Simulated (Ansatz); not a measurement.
# C8H8O: vertical ionisation energy

An exercise on one series of results from a longer session: the logs are not shown, and one member is left open.

Program: Ansatz 0.2.0, Gaussian basis. Level of theory: unrestricted cation, the program's frozen cores in correlated methods. These are calculated values, not measurements.

The runs, in order: UKS PBE-D4/def2-TZVPP; UKS r2SCAN-D4/def2-TZVPP; UKS PBE0-D4/def2-TZVPP; UKS B3LYP-D4/def2-TZVPP; UKS wB97X-V/def2-TZVPP; UKS wB97M-V/def2-TZVPP; UKS B2PLYP/def2-TZVPP; UHF-CCSD(T)/def2-TZVPP; UHF-MP2/def2-QZVPP; extrapolation to the limit; then −ε(HOMO) from the neutral's earlier runs with LDA (SPW92), PBE-D4, revPBE-D4, BLYP-D4, r2SCAN-D4, B97M-V, PBE0-D4, B3LYP-D4, r2SCANh-D4, r2SCAN0-D4, HSE06-D4, BHLYP-D4, CAM-B3LYP-D4, LC-ωPBE, ωB97X-V, ωB97M-V.

## The geometry

All runs share one geometry, relaxed beforehand with PBE0-D4 in a triple-zeta def2 set.

SMILES `c1ccc2c(c1)COC2`, 17 atoms, charge 0, spin multiplicity 1.

Atoms are counted from 1 here; the program's logs count them from 0.

Bond lengths: C1–C2 1.390 Å, C1–C6 1.389 Å, C1–H10 1.084 Å, C2–C3 1.389 Å, C2–H11 1.084 Å, C3–C4 1.383 Å, C3–H12 1.085 Å, C4–C5 1.385 Å, C4–C9 1.495 Å, C5–C6 1.383 Å, C5–C7 1.495 Å, C6–H13 1.085 Å, C7–O8 1.418 Å, C7–H14 1.100 Å, C7–H15 1.095 Å, O8–C9 1.418 Å, C9–H16 1.100 Å, C9–H17 1.095 Å. Angles: C2–C1–C6 120.6°, C2–C1–H10 119.7°, C6–C1–H10 119.8°, C1–C2–C3 120.6°, C1–C2–H11 119.7°, C3–C2–H11 119.8°, C2–C3–C4 118.6°, C2–C3–H12 120.3°, C4–C3–H12 121.1°, C3–C4–C5 120.8°, C3–C4–C9 130.7°, C5–C4–C9 108.5°, C4–C5–C6 120.8°, C4–C5–C7 108.5°, C6–C5–C7 130.7°, C1–C6–C5 118.6°, C1–C6–H13 120.3°, C5–C6–H13 121.1° and more.

The first run:

The input, in.yaml:

```yaml
crystal:
  periodic: [false, false, false]
  atoms:
    - {symbol: C, position_ang: [1.728000, 0.631831, -1.258557]}
    - {symbol: C, position_ang: [2.200175, -0.229371, -0.275275]}
    - {symbol: C, position_ang: [1.330768, -0.784863, 0.654469]}
    - {symbol: C, position_ang: [-0.013155, -0.466077, 0.577074]}
    - {symbol: C, position_ang: [-0.483817, 0.392243, -0.403092]}
    - {symbol: C, position_ang: [0.378392, 0.951949, -1.328872]}
    - {symbol: C, position_ang: [-1.958437, 0.557076, -0.220768]}
    - {symbol: O, position_ang: [-2.318729, -0.383654, 0.777464]}
    - {symbol: C, position_ang: [-1.165572, -0.888782, 1.430403]}
    - {symbol: H, position_ang: [2.419352, 1.054769, -1.978298]}
    - {symbol: H, position_ang: [3.256066, -0.471051, -0.235810]}
    - {symbol: H, position_ang: [1.703614, -1.456355, 1.420402]}
    - {symbol: H, position_ang: [0.014075, 1.624175, -2.098259]}
    - {symbol: H, position_ang: [-2.212863, 1.577198, 0.103305]}
    - {symbol: H, position_ang: [-2.530913, 0.342268, -1.129464]}
    - {symbol: H, position_ang: [-1.087564, -0.474881, 2.446770]}
    - {symbol: H, position_ang: [-1.259403, -1.976457, 1.518508]}
basis:
  gaussian: {orbitals: def2-TZVPP}
total_charge: 1
magnetization: {spin_polarized: true, initial_magnetization: 1}
hamiltonian: {xc: pbe, dispersion: d4}
```

On the command line:

```console
ansatz run in.yaml --threads 2 --pin off --events-out ev --progress --plain --max-ram 32768MiB --backend cuda --devices 0, --max-vram 18GiB
```

Among the steps run: Cation, UKS PBE-D4/def2-TZVPP; Cation, UKS r2SCAN-D4/def2-TZVPP; Cation, UKS PBE0-D4/def2-TZVPP; Cation, UKS B3LYP-D4/def2-TZVPP; Cation, UKS wB97X-V/def2-TZVPP; Cation, UKS wB97M-V/def2-TZVPP; Cation, UKS B2PLYP (frozen core)/def2-TZVPP; Cation, UHF-CCSD(T)/def2-TZVPP; Cation, UHF-MP2/def2-QZVPP.

One table of the session follows, with a row left open; its other results are not shown here.

It belongs to the step «Ionisation energies side by side». Orbital estimates, from the neutral's runs:

```
  functional  −ε(HOMO) (eV)
 LDA (SPW92)           5.62
      PBE-D4           5.51
   revPBE-D4           5.46
     BLYP-D4           5.41
   r2SCAN-D4           5.76
      B97M-V           5.84
     PBE0-D4           6.78
    B3LYP-D4           6.58
  r2SCANh-D4           6.24
  r2SCAN0-D4              ?
    HSE06-D4           6.38
    BHLYP-D4           7.72
CAM-B3LYP-D4           8.04
     LC-ωPBE           9.31
     ωB97X-V           8.99
     ωB97M-V           8.91
```

Q: Estimate the row for r2SCAN0-D4 from the others.

Worked estimate for «−ε(HOMO) (eV)». Against the share of exact exchange, r2SCAN-D4 (0, 5.76), r2SCANh-D4 (0.1, 6.24) give a slope of 4.80 per unit share; at 0.25 the line stands at 6.96.

As computed: −ε(HOMO) (eV): 6.92. In «−ε(HOMO) (eV)» the line misses by +0.04.
